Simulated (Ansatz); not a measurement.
**Alloy of ZnSiP2 and MgSiP2 (12 of 16 Zn sites exchanged), 64 atoms**

Aim: relax the alloy cell and compare the gap by PBEsol, HSE06 and r²SCAN.

Program: Ansatz 0.2.0, PAW, plane waves. These are calculated values, not measurements.

## Step 1: The system as built

64 atoms (4 Zn, 12 Mg, 16 Si, 32 P); a = 11.276 Å, b = 11.276 Å, c = 10.173 Å, α = 90.00°, β = 90.00°, γ = 90.00°. All atoms were shaken off their sites by about 0.02 Å along each axis.

Steps to follow: (2) PBEsol cell relaxation at the single k point (¼, ¼, ¼), on 7 threads of Arm Neoverse-V2; (3) HSE06 single point at the Γ point alone, on 7 threads of Arm Neoverse-V2; (4) r²SCAN single point at the Γ point alone, on 7 threads of Arm Neoverse-V2.

## Step 2: Relaxing cell and atoms with PBEsol

Contents of in.yaml:

```yaml
crystal:
  lattice:
    - [11.275585, -0.000066, -0.000014]
    - [-0.000066, 11.275585, -0.000014]
    - [-0.000012, -0.000012, 10.172959]
  atoms:
    - { symbol: Zn, position: [0.001076, 0.001596, 0.000501] }
    - { symbol: Zn, position: [0.498978, 0.752445, 0.247419] }
    - { symbol: Zn, position: [0.251604, 0.001831, 0.752925] }
    - { symbol: Zn, position: [0.251696, 0.249968, 0.502934] }
    - { symbol: Mg, position: [0.002064, 0.500744, 0.001149] }
    - { symbol: Mg, position: [0.500961, 0.002524, 0.000233] }
    - { symbol: Mg, position: [0.501049, 0.500063, 0.997003] }
    - { symbol: Mg, position: [0.002625, 0.250210, 0.248685] }
    - { symbol: Mg, position: [0.000754, 0.751093, 0.249323] }
    - { symbol: Mg, position: [0.500204, 0.251638, 0.250134] }
    - { symbol: Mg, position: [0.250415, 0.502306, 0.749576] }
    - { symbol: Mg, position: [0.749208, 0.001117, 0.750278] }
    - { symbol: Mg, position: [0.750902, 0.499408, 0.749373] }
    - { symbol: Mg, position: [0.250377, 0.749382, 0.499481] }
    - { symbol: Mg, position: [0.752760, 0.249784, 0.498378] }
    - { symbol: Mg, position: [0.753076, 0.751517, 0.496773] }
    - { symbol: Si, position: [0.000039, 0.002429, 0.499209] }
    - { symbol: Si, position: [0.999431, 0.498993, 0.500257] }
    - { symbol: Si, position: [0.503579, 0.000240, 0.500307] }
    - { symbol: Si, position: [0.496793, 0.501117, 0.498141] }
    - { symbol: Si, position: [0.252288, 0.001971, 0.251812] }
    - { symbol: Si, position: [0.247371, 0.500792, 0.248350] }
    - { symbol: Si, position: [0.749063, 0.000040, 0.249149] }
    - { symbol: Si, position: [0.749209, 0.501150, 0.248946] }
    - { symbol: Si, position: [0.252996, 0.248608, 0.999352] }
    - { symbol: Si, position: [0.252771, 0.749859, 0.001390] }
    - { symbol: Si, position: [0.752883, 0.253318, 0.999920] }
    - { symbol: Si, position: [0.749838, 0.748717, 0.999415] }
    - { symbol: Si, position: [0.001365, 0.248287, 0.749303] }
    - { symbol: Si, position: [0.001719, 0.753015, 0.752091] }
    - { symbol: Si, position: [0.500749, 0.248822, 0.751295] }
    - { symbol: Si, position: [0.498127, 0.750594, 0.750865] }
    - { symbol: P, position: [0.142223, 0.123474, 0.123378] }
    - { symbol: P, position: [0.142389, 0.624773, 0.126225] }
    - { symbol: P, position: [0.641807, 0.122991, 0.124158] }
    - { symbol: P, position: [0.640666, 0.621339, 0.126328] }
    - { symbol: P, position: [0.110623, 0.123547, 0.625378] }
    - { symbol: P, position: [0.107730, 0.625952, 0.625049] }
    - { symbol: P, position: [0.606954, 0.125958, 0.627653] }
    - { symbol: P, position: [0.607897, 0.621960, 0.626963] }
    - { symbol: P, position: [0.355730, 0.373718, 0.128489] }
    - { symbol: P, position: [0.358786, 0.875174, 0.126469] }
    - { symbol: P, position: [0.855029, 0.375600, 0.127254] }
    - { symbol: P, position: [0.856481, 0.876322, 0.126017] }
    - { symbol: P, position: [0.373079, 0.107886, 0.374994] }
    - { symbol: P, position: [0.374088, 0.609583, 0.373352] }
    - { symbol: P, position: [0.876424, 0.106997, 0.372471] }
    - { symbol: P, position: [0.873431, 0.604699, 0.378426] }
    - { symbol: P, position: [0.125162, 0.391931, 0.373297] }
    - { symbol: P, position: [0.123835, 0.895175, 0.372098] }
    - { symbol: P, position: [0.626607, 0.394936, 0.374970] }
    - { symbol: P, position: [0.621005, 0.893987, 0.376989] }
    - { symbol: P, position: [0.125276, 0.357791, 0.876498] }
    - { symbol: P, position: [0.127143, 0.857505, 0.874725] }
    - { symbol: P, position: [0.624712, 0.355599, 0.871957] }
    - { symbol: P, position: [0.623791, 0.855671, 0.875623] }
    - { symbol: P, position: [0.394203, 0.375255, 0.626447] }
    - { symbol: P, position: [0.391653, 0.877241, 0.623898] }
    - { symbol: P, position: [0.895683, 0.374752, 0.621411] }
    - { symbol: P, position: [0.893012, 0.868544, 0.625773] }
    - { symbol: P, position: [0.376128, 0.140115, 0.876030] }
    - { symbol: P, position: [0.374871, 0.642919, 0.877499] }
    - { symbol: P, position: [0.876947, 0.142410, 0.875894] }
    - { symbol: P, position: [0.877082, 0.641915, 0.877205] }
  symmetry: { detect: false }
kpoints:
  mp_grid: { grid: [1, 1, 1], shift: [0.25, 0.25, 0.25] }
hamiltonian:
  xc: pbesol
scf:
  occupations: { method: fermi_dirac, width: 0.01 }
relax:
  f_tol: 0.03
  max_steps: 80
  escape_saddle: false
  adjacent_minimum: "off"
  cell: { fix: [alpha, beta, gamma] }
output:
  forces: true
  eigenvalues: true
  populations: true
```

Launch:

```sh
$ ansatz run in.yaml --threads 7 --pin off --max-ram 13300MiB --runs-dir r --events-out ev --progress --plain
```

The runs that follow: HSE06 on the final geometry; r²SCAN single point.

Q: Predict the outcome of this session. Wanted: for each run, top filled to lowest empty.

As calculated:

| level | time | k points | top filled to lowest empty (eV) |
| --- | --- | --- | --- |
| PBEsol, relaxation | 72 s (7 CPU threads) | (¼, ¼, ¼) | 1.85 |
| HSE06 | 3.6 min (7 CPU threads) | Γ | 1.97 |
| r²SCAN | 31 s (7 CPU threads) | Γ | 1.55 |

| quantity | value |
| --- | --- |
| relaxation | 6 recorded steps, 1.00 eV gained |
| largest shift | 0.16 Å (P36) |
| relaxed cell | a = 11.222 Å, b = 11.221 Å, c = 10.280 Å, α = 90.00°, β = 90.00°, γ = 90.00° |
| mean bonds | Mg–P 2.521, P–Si 2.252, P–Zn 2.391 Å |

**In words.** Relaxation gains 1.00 eV, with shifts up to 0.16 Å (P36), while the volume changes by +0.1 %. The mean lengths of the listed bonds run from P–Si 2.25 Å to Mg–P 2.52 Å. At the same k points, r²SCAN gives a spacing 0.42 eV smaller than the 1.97 eV of HSE06. The relaxation ran on other k points, so part of any difference from the later rows can come from the mesh. Exact exchange costs time: HSE06 ran about 6.9 times as long as r²SCAN on the same kind of device. With one k point the spacing samples only the states that fold onto it, so it can exceed the gap over the zone.
